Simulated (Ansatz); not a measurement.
# Al3InAs4: further runs on a relaxed guess

This session takes a relaxed cell of Al3InAs4 and sets out to compute the optical spectrum.

Computed with Ansatz 0.2.0 (DFT PBE, scalar-relativistic, plane waves, PAW, unless a step's input says otherwise).

## (1) The structure to begin with

It takes space group Amm2 (No. 38, orthorhombic). Conventional cell: a = 4.127 Å, b = 8.259 Å, c = 11.677 Å, α = 90.00°, β = 90.00°, γ = 90.00°. Around Al (site symmetry mm2) lie 4 As at 2.49 to 2.53 Å. Al (site symmetry m) has 4 As at 2.46 to 2.53 Å in its first shell of neighbours. In (site symmetry mm2) has 4 As at 2.61 to 2.63 Å in its first shell of neighbours. As (site symmetry m) has 3 Al at 2.49 Å and 1 In at 2.63 Å in its first shell of neighbours. Around As (site symmetry mm2) lie 2 Al at 2.46 Å and 2 In at 2.61 Å. As (site symmetry mm2) is surrounded by 4 Al at 2.53 Å.

Coordinates:

```
Al In As
1.0
     4.12693    0.00000    0.00000
     0.00000    4.12969    5.83855
     0.00000   -4.12969    5.83855
Al In As
3 1 4
Direct
  0.00000 0.00005 0.00005
  0.50000 0.50055 0.99920
  0.50000 0.99920 0.50055
  0.00000 0.50070 0.50070
  0.00000 0.89112 0.36972
  0.50000 0.36359 0.36359
  0.00000 0.36972 0.89112
  0.50000 0.87506 0.87506
```

It is the end of an earlier relaxation with the same method, from a generated guess; it is a trial structure. At a tolerance of 0.02 Å it has space group Amm2 (No. 38); it has 24.88 Å³/atom, an uncorrected energy of -0.41 eV/atom over the elements and, on its mesh, gap 0.97 eV.

## (2) Optical spectrum

input.yaml reads:

```yaml
crystal:
  lattice:
    - [4.126929, 0.0, 0.0]
    - [0.0, 4.129691, 5.838546]
    - [0.0, -4.129691, 5.838546]
  atoms:
    - { symbol: Al, position: [0.0, 5.0e-05, 5.0e-05] }
    - { symbol: Al, position: [0.5, 0.500548, 0.999199] }
    - { symbol: Al, position: [0.5, 0.999199, 0.500548] }
    - { symbol: In, position: [0.0, 0.500701, 0.500701] }
    - { symbol: As, position: [0.0, 0.891123, 0.369722] }
    - { symbol: As, position: [0.5, 0.363594, 0.363594] }
    - { symbol: As, position: [0.0, 0.369722, 0.891123] }
    - { symbol: As, position: [0.5, 0.875064, 0.875064] }
basis:
  ecutwfc: 420
kpoints:
  mp_grid: { grid: [8, 4, 4] }
hamiltonian:
  xc: pbe
scf:
  occupations: { method: gaussian, width: 0.02 }
  n_extra_bands: 32
output:
  forces: false
  stress: false
  eigenvalues: true
  optics: { e_range: [0, 14], sigma: 0.1, nscf_kmesh: { grid: [12, 6, 6] } }
checkpoint:
  read: start.run
  write: ck
  compress: false
  write_wavefunctions: false
  write_every: 100000
```

The run is started by

```console
ansatz run input.yaml --threads 4 --pin off --max-ram 8192MiB --backend cpu --events-out ev --progress --plain --runs-dir out
```

Before running it: what results should come out? Wanted: highest peak of ε₂; ε₁ at zero energy; α passes 10⁴ cm⁻¹.

As calculated:

| quantity | value |
| --- | --- |
| highest peak of ε₂ (z) | 34.9 at 4.0 eV |
| reflectivity at 2.2 eV (z) | 0.38 |
| ε₁ at zero energy (z) | 11.21 |
| α passes 10⁴ cm⁻¹ (z) | at 1.3 eV |

The absorption edge (1.3 eV along z) is to be set beside the least direct gap on the SCF mesh, 0.97 eV. The energies are Kohn-Sham differences, with no quasiparticle shift and no excitons. With a semilocal gap the spectrum usually lies too low in energy, while excitons would move weight downwards.

Spin-orbit coupling is left out, though the cell holds In; it can move the gap.
